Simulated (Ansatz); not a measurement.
# Cl2H2NSn: the cost of one run

All numbers are computed with Ansatz 0.2.0 through its Python package. Level of theory: CAM-B3LYP/def2-SVPD.

## Step 1: Starting point

Bond lengths: N1–Sn2 2.019 Å, Sn2–Cl3 2.330 Å, Sn2–Cl4 2.293 Å, N1–H5 1.097 Å, N1–H6 1.053 Å. Angles: N1–Sn2–Cl3 108.0°, N1–Sn2–Cl4 110.6°, Cl3–Sn2–Cl4 107.9°, Sn2–N1–H5 106.7°, Sn2–N1–H6 110.1°, H5–N1–H6 100.8°.

No structure file is read: the coordinates are typed or built in the script.

## Step 2: The code

tae_cl2h2nsn.py

```python
'''Atomisation energy of Cl2H2NSn at the given geometry.'''

from collections import Counter

import ansatz


def single_point(molecule, charge=0, unpaired=0):
    calc = (
        molecule.calculation()
        .basis(gaussian='def2-SVPD')
        .functional('cam_b3lyp')
    )
    if charge:
        calc = calc.charge(charge)
    if unpaired:
        calc = calc.spin('collinear', total=unpaired)
    report = calc.run(threads=1).report
    if report['published_state_doubts']:
        print('  doubts:', report['published_state_doubts'])
    return report['free_energy_ev']

geometry_ang = [
    ('N', [0.1547, 1.2251, 0.1441]),
    ('Sn', [0.033, -0.7101, 0.7064]),
    ('Cl', [2.0593, -1.7387, 0.1897]),
    ('Cl', [-1.6211, -1.7869, -0.461]),
    ('H', [-0.846, 1.6553, 0.2763]),
    ('H', [0.2621, 1.2914, -0.9017]),
]
mol = ansatz.Crystal.molecule()
for symbol, xyz in geometry_ang:
    mol = mol.atom(symbol, xyz)

# unpaired electrons of the ground-state atoms
unpaired = {'N': 3, 'Sn': 2, 'Cl': 1, 'H': 1}
counts = Counter(site.symbol for site in mol.cartesian_sites)
atom_energy = {s: single_point(ansatz.Crystal.molecule().atom(s, (0, 0, 0)), 0, unpaired[s]) for s in counts}
whole = single_point(mol, 0, 1)
for s, e in atom_energy.items():
    print(f'{s:2s} x{counts[s]}  {e:14.5f} eV')
print(f'Cl2H2NSn: {whole:.5f} eV')
split = sum(counts[s] * e for s, e in atom_energy.items()) - whole
print(f'atomisation energy (no zero-point term): {23.060548 * split:.1f} kcal/mol, {split / sum(counts.values()):.3f} eV an atom')
```

## Step 3: Launch

Command:

```bash
$ python tae_cl2h2nsn.py
```

**Question.** How long does this script take on 1 thread of Arm Neoverse V2, shared host, and how much memory does it need?

About 12 s, with a peak of 0.58 GiB.
